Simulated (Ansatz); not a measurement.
# TiO2 (P4_2/mnm): equation of state with a fit, by script

Where is the equilibrium volume of TiO2 (P4_2/mnm), and how stiff is it? Wanted for TiO2 (P4_2/mnm): an equation of state with a fit.

Computed with the Python package of Ansatz 0.2.0. Level of theory: DFT PBE, plane waves, PAW.

### 1 The structure

The structure is tetragonal, space group P4_2/mnm (No. 136). Conventional cell: a = 4.592 Å, b = 4.592 Å, c = 2.957 Å, α = 90.00°, β = 90.00°, γ = 90.00°. Ti (site symmetry mmm) is surrounded by 6 O at 1.95 to 1.98 Å. O (site symmetry m2m) is surrounded by 3 Ti at 1.95 to 1.98 Å.

The script holds or builds the structure itself.

### 2 The code

The input, eos.py:

```python
# -*- coding: utf-8 -*-
"""Equation of state of TiO2."""

from dataclasses import dataclass

import ansatz
import numpy as np


@dataclass(frozen=True)
class Options:
    occupations: str = "fermi_dirac"
    smearing_width: float = 0.05
    cutoff: int = 500
    kgrid: tuple[int, ...] = (5, 5, 7)


settings = Options()

VECTORS = np.array([
    [4.5922, 0.0, 0.0],
    [0.0, 4.5922, 0.0],
    [0.0, 0.0, 2.9574],
])
SITES = [
    ("Ti", [0.0, 0.0, 0.0]),
    ("Ti", [0.5, 0.5, 0.5]),
    ("O", [0.30496, 0.30496, 0.0]),
    ("O", [0.19504, 0.80496, 0.5]),
    ("O", [0.69504, 0.69504, 0.0]),
    ("O", [0.80496, 0.19504, 0.5]),
]


def on_lattice(cell):
    crystal = ansatz.Crystal(lattice=ansatz.Lattice.of(cell))
    for symbol, position in SITES:
        crystal = crystal.atom(symbol, position)
    return crystal

# uniform scaling of the cell
volumes, energies = [], []
for scale in np.linspace(0.92, 1.08, 7):
    cell = VECTORS * scale ** (1 / 3)
    setup = (
        on_lattice(cell).calculation()
        .functional(ansatz.Functional.PBE)
        .occupations(settings.occupations, width=settings.smearing_width)
        .basis(settings.cutoff)
        .kpoints(*settings.kgrid)
    )
    report = setup.run(threads=1, backend="cpu").report
    volumes.append(abs(np.linalg.det(cell)) / len(SITES))
    energies.append(report["free_energy_ev"] / len(SITES))
    print(f"V = {volumes[-1]:8.4f} A^3/atom  F = {energies[-1]:.5f} eV/atom")

# third-order Birch-Murnaghan: a cubic in V^(-2/3)
x = np.array(volumes) ** (-2 / 3)
poly = np.polynomial.Polynomial.fit(x, energies, 3).convert()
roots = poly.deriv().roots()
x0 = min((r.real for r in roots if abs(r.imag) < 1e-9 and poly.deriv(2)(r.real) > 0), key=lambda r: abs(r - x.mean()))
v0 = x0 ** -1.5
b0 = 4 / 9 * poly.deriv(2)(x0) * v0 ** (-7 / 3) * 160.21766
b1 = 4 + 2 / 3 * x0 * poly.deriv(3)(x0) / poly.deriv(2)(x0)
print(f"V0 = {v0:.4f} A^3/atom, B0 = {b0:.1f} GPa, dB/dP = {b1:.2f}")
```

### 3 The calls as engine input

The engine receives this input (first run):

```yaml
crystal:
  lattice:
    - [4.466322407762231, 0.0, 0.0]
    - [0.0, 4.466322407762231, 0.0]
    - [0.0, 0.0, 2.8763341946596443]
  atoms:
    - { symbol: Ti, position: [0.0, 0.0, 0.0] }
    - { symbol: Ti, position: [0.5, 0.5, 0.5] }
    - { symbol: O, position: [0.30496, 0.30496, 0.0] }
    - { symbol: O, position: [0.19504, 0.80496, 0.5] }
    - { symbol: O, position: [0.69504, 0.69504, 0.0] }
    - { symbol: O, position: [0.80496, 0.19504, 0.5] }
basis:
  ecutwfc: 500.0
kpoints:
  mp_grid:
    grid: [5, 5, 7]
hamiltonian:
  xc: pbe
scf:
  occupations:
    method: fermi_dirac
    width: 0.05
```

### 4 Running it

Run with:

```
$ python eos.py
```

**Question.** Estimate the equilibrium volume and the bulk modulus.

As calculated:

| quantity | value |
| --- | --- |
| runs compared | 7 |
| range of energy | 91.84 meV/atom |
| lowest point, volume (Å³/atom) | 10.672 |
| equilibrium volume (fit) | 10.63 Å³/atom |
| bulk modulus (fit) | 228 GPa |

A third-order Birch-Murnaghan fit through the 7 points has its minimum at 10.63 Å³ an atom, 2.3 % above the typed cell, with a bulk modulus of 228 GPa and dB/dP = 4.3. From that minimum the energy rises by 91.9 meV an atom on the compressed side and 21.5 meV on the expanded side. The run is spin-unpolarised. Shape and fractional positions are held along the curve, so the bulk modulus is an upper value where they are free to relax.
